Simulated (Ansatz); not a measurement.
# C2H8BNSi: a ladder of functionals and wavefunction methods

An exercise on one series of results from a longer session: the logs are not shown, and one member is left open.

Program: Ansatz 0.2.0, Gaussian basis. Level of theory: functionals in def2-TZVPP, the program's frozen cores in correlated methods. These are calculated values, not measurements.

The runs, in order: PBE-D4, r2SCAN-D4, PBE0-D4, B3LYP-D4, ωB97X-V, ωB97M-V, B2PLYP; CCSD(T)/def2-TZVPP; MP2/def2-QZVPP; extrapolation to the limit.

### Structure used throughout

The geometry comes from an earlier relaxation with PBE0-D4 in a triple-zeta def2 set; it is a stationary point, not always the lowest conformer.

SMILES `C=NB(C)[SiH3]`, 13 atoms, charge 0, spin multiplicity 1.

Atoms are counted from 1 here; the program's logs count them from 0.

Bond lengths: C1–N2 1.243 Å, C1–H6 1.093 Å, C1–H7 1.093 Å, N2–B3 1.352 Å, B3–C4 1.578 Å, B3–Si5 2.027 Å, C4–H8 1.095 Å, C4–H9 1.092 Å, C4–H10 1.095 Å, Si5–H11 1.492 Å, Si5–H12 1.492 Å, Si5–H13 1.490 Å. Angles: N2–C1–H6 121.5°, N2–C1–H7 121.4°, H6–C1–H7 117.2°, C1–N2–B3 178.5°, N2–B3–C4 122.1°, N2–B3–Si5 115.7°, C4–B3–Si5 122.2°, B3–C4–H8 110.2°, B3–C4–H9 113.2°, B3–C4–H10 110.3°, H8–C4–H9 108.4°, H8–C4–H10 106.0°, H9–C4–H10 108.4°, B3–Si5–H11 110.7°, B3–Si5–H12 110.6°, B3–Si5–H13 112.7°, H11–Si5–H12 106.8°, H11–Si5–H13 107.9° and more.

Set-up of the first run:

Contents of in.yaml:

```yaml
crystal:
  periodic: [false, false, false]
  atoms:
    - {symbol: C, position_ang: [-1.650321, 0.539968, 1.727651]}
    - {symbol: N, position_ang: [-0.835710, 0.152609, 0.871894]}
    - {symbol: B, position_ang: [0.059117, -0.234100, -0.064464]}
    - {symbol: C, position_ang: [0.339730, -1.755336, -0.378067]}
    - {symbol: Si, position_ang: [1.018234, 1.263582, -1.037229]}
    - {symbol: H, position_ang: [-2.697429, 0.727565, 1.474889]}
    - {symbol: H, position_ang: [-1.349049, 0.709028, 2.765093]}
    - {symbol: H, position_ang: [0.133300, -1.969222, -1.431591]}
    - {symbol: H, position_ang: [-0.253585, -2.437297, 0.234567]}
    - {symbol: H, position_ang: [1.398724, -1.985595, -0.224477]}
    - {symbol: H, position_ang: [0.783094, 1.172977, -2.508107]}
    - {symbol: H, position_ang: [2.492759, 1.166225, -0.829041]}
    - {symbol: H, position_ang: [0.581535, 2.614898, -0.586417]}
basis:
  gaussian: {orbitals: def2-TZVPP}
hamiltonian: {xc: pbe, dispersion: d4}
output: {forces: true, orbitals: {seedname: orbitals}}
```

Command:

```bash
> ansatz run in.yaml --threads 4 --pin off --events-out ev --progress --plain --max-ram 10444MiB
```

Steps of the session up to this table: PBE-D4 (GGA); r2SCAN-D4 (meta-GGA); PBE0-D4 (hybrid); B3LYP-D4 (hybrid); ωB97X-V (range-separated); ωB97M-V (range-separated); B2PLYP (double hybrid); CCSD(T) in def2-TZVPP; MP2 in def2-QZVPP.

One of the session's tables, all rows but one given; the rest of the session is left out.

```
            method  atomisation energy (kJ/mol)
            PBE-D4                       4920.4
         r2SCAN-D4                       4839.7
           PBE0-D4                       4842.0
          B3LYP-D4                       4852.4
           ωB97X-V                            ?
           ωB97M-V                       4834.8
            B2PLYP                       4782.8
     HF/def2-TZVPP                       3573.6
    MP2/def2-TZVPP                       4727.2
   CCSD/def2-TZVPP                       4620.4
CCSD(T)/def2-TZVPP                       4686.7
           MP2/CBS                       4841.6
       CCSD(T)/CBS                       4801.2
```

Estimate the missing values for ωB97X-V.

**Answer.** atomisation energy (kJ/mol): 4834.7. In the column «atomisation energy (kJ/mol)» it lies between CCSD(T)/CBS (4801.2) and ωB97M-V (4834.8).

To keep in mind: Free atoms (2 C, 1 N, 1 B, 1 Si, 8 H) were run apart at each level; the atomisation energy is their sum less the molecule, without zero-point or spin-orbit terms.
